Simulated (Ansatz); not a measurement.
This script makes a convergence test of the plane-wave cutoff of CO2, space group I-42d with the Ansatz DFT code, driven from Python.

The script, `ecut_co2.py`:
```python
import ansatz as az
import pandas as pd

structure = (
    az.Lattice.of((-1.97473, 1.97473, 3.01406), (1.97473, -1.97473, 3.01406), (1.97473, 1.97473, -3.01406))
    .atom("C", (0.75, 0.25, 0.5))
    .atom("C", (0.0, 0.0, 0.0))
    .atom("O", (0.7098, 0.125, 0.0848))
    .atom("O", (0.0402, 0.625, 0.9152))
    .atom("O", (0.375, 0.2902, 0.4152))
    .atom("O", (0.875, 0.9598, 0.5848))
)

setup = structure.calculation()
setup = setup.kpoints(6, 6, 6).occupations("Fixed")
setup = setup.functional("LDA").stress()

rows = []
for value in [250, 350, 450, 550, 650]:
    report = setup.basis(value).run(threads=1, pin="off").report
    rows.append((value, report["free_energy_ev"] / len(report["lattice"]["sites"]), report["n_iterations"], sum(report["stress_gpa"][i][i] for i in range(3)) / 3, report["n_pw"]))

table = pd.DataFrame(rows, columns=["cutoff (eV)", "F/atom (eV)", "iterations", "P (GPa)", "plane waves"])
print(table.round(5).to_string(index=False))

for row in rows[:-1]:
    shift = 1000 * (row[1] - rows[-1][1])
    print(f"{row[0]}: {shift:+.2f} meV/atom" + ("  (within 1 meV)" if abs(shift) < 1 else ""))
```

How fast does the energy converge with the cutoff (threshold 1 meV an atom)?

From 550 eV on it stays within 1 meV an atom of the value at 650 eV; the first row (250 eV) is off by 1580.1 meV and the last but one by 0.42 meV. The energy falls steadily, as expected when plane waves are added. The pressure moves from -2.10 to -14.02 GPa (the program's stress holds a Pulay correction, so it settles early).

What the script printed:

Running `python ecut_co2.py` prints:
```text
DeckWarning: basis.ecutwfc = 250 eV is below the records' recommended 420 eV, and the density's cutoff is lower with it unless basis.ecutrho_ratio is high enough to keep the records' density cutoff: compare with a run at a higher cutoff
DeckWarning: basis.ecutwfc = 350 eV is below the records' recommended 420 eV, and the density's cutoff is lower with it unless basis.ecutrho_ratio is high enough to keep the records' density cutoff: compare with a run at a higher cutoff
 cutoff (eV)  F/atom (eV)  iterations   P (GPa)  plane waves
         250   -448.92394           7  -2.09849          419
         350   -450.42240           6 -13.59129          717
         450   -450.50137           6 -14.01023          999
         550   -450.50359           6 -14.00432         1395
         650   -450.50401           6 -14.01743         1769
250: +1580.07 meV/atom
350: +81.61 meV/atom
450: +2.63 meV/atom
550: +0.42 meV/atom  (within 1 meV)
```
(Warnings from the package without file and line.)

What to keep in mind:
- Pressure is positive in compression.
- The structure comes from a database of computed cells and needn't be a stable or known phase.
- Shifts are counted from the last row, which is itself no proven limit.
- The whole script took 15 s on 1 thread of Arm Neoverse V1, on a shared host, peak memory 0.44 GiB.
